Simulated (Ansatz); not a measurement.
**GaPH4: small, medium and large basis sets**

The task here is to estimate one member of a computed series from the others.

Computed with Ansatz 0.2.0, Gaussian basis. Level: one geometry, several basis sets.

Plan: PBE0-D4/def2-SVP; ωB97M-V/def2-SVP; PBE0-D4/def2-QZVPP; ωB97M-V/def2-QZVPP; the functionals' def2-TZVPP values are taken from earlier runs.

### Structure used throughout

The geometry comes from an earlier relaxation with PBE0-D4 in a triple-zeta def2 set; it is a stationary point.

SMILES `[PH2][GaH2]`, 6 atoms, charge 0, spin multiplicity 1.

Atoms are counted from 1 here; the program's logs count them from 0.

Bond lengths: P1–Ga2 2.309 Å, P1–H3 1.419 Å, P1–H4 1.419 Å, Ga2–H5 1.569 Å, Ga2–H6 1.569 Å. Angles: Ga2–P1–H3 95.4°, Ga2–P1–H4 95.4°, H3–P1–H4 95.4°, P1–Ga2–H5 119.2°, P1–Ga2–H6 119.1°, H5–Ga2–H6 121.5°.

Set-up of the first run:

in.yaml reads:

```yaml
crystal:
  periodic: [false, false, false]
  atoms:
    - {symbol: P, position_ang: [-0.676671, -1.221053, -0.010807]}
    - {symbol: Ga, position_ang: [-0.006759, 0.988110, -0.033346]}
    - {symbol: H, position_ang: [0.107576, -1.586095, 1.113617]}
    - {symbol: H, position_ang: [0.266274, -1.655768, -0.977506]}
    - {symbol: H, position_ang: [0.258557, 1.692057, -1.409690]}
    - {symbol: H, position_ang: [0.051023, 1.782759, 1.317731]}
basis:
  gaussian: {orbitals: def2-SVP}
hamiltonian: {xc: pbe0, dispersion: d4}
output: {orbitals: {seedname: orbitals}}
```

Launch:

```sh
$ ansatz run in.yaml --threads 2 --pin off --events-out ev --progress --plain --max-ram 4352MiB
```

Among the steps run: PBE0-D4 in def2-SVP; ωB97M-V in def2-SVP; PBE0-D4 in def2-QZVPP; ωB97M-V in def2-QZVPP.

One of the session's tables, all rows but one given; the rest of the session is left out.

It belongs to the step «Functionals by basis». 

```
functional       basis  HOMO (eV)  LUMO (eV)
   PBE0-D4    def2-SVP      -7.21      -1.69
   PBE0-D4  def2-TZVPP      -7.26      -1.73
   PBE0-D4  def2-QZVPP      -7.27      -1.76
   ωB97M-V    def2-SVP          ?          ?
   ωB97M-V  def2-TZVPP      -9.29      -0.02
   ωB97M-V  def2-QZVPP      -9.30      -0.15
```

Q: Estimate the row for ωB97M-V, def2-SVP from the others.

As computed: HOMO (eV): -9.21; LUMO (eV): 0.05. In the column «HOMO (eV)» it lies between ωB97M-V, def2-TZVPP (-9.29) and PBE0-D4, def2-QZVPP (-7.27).
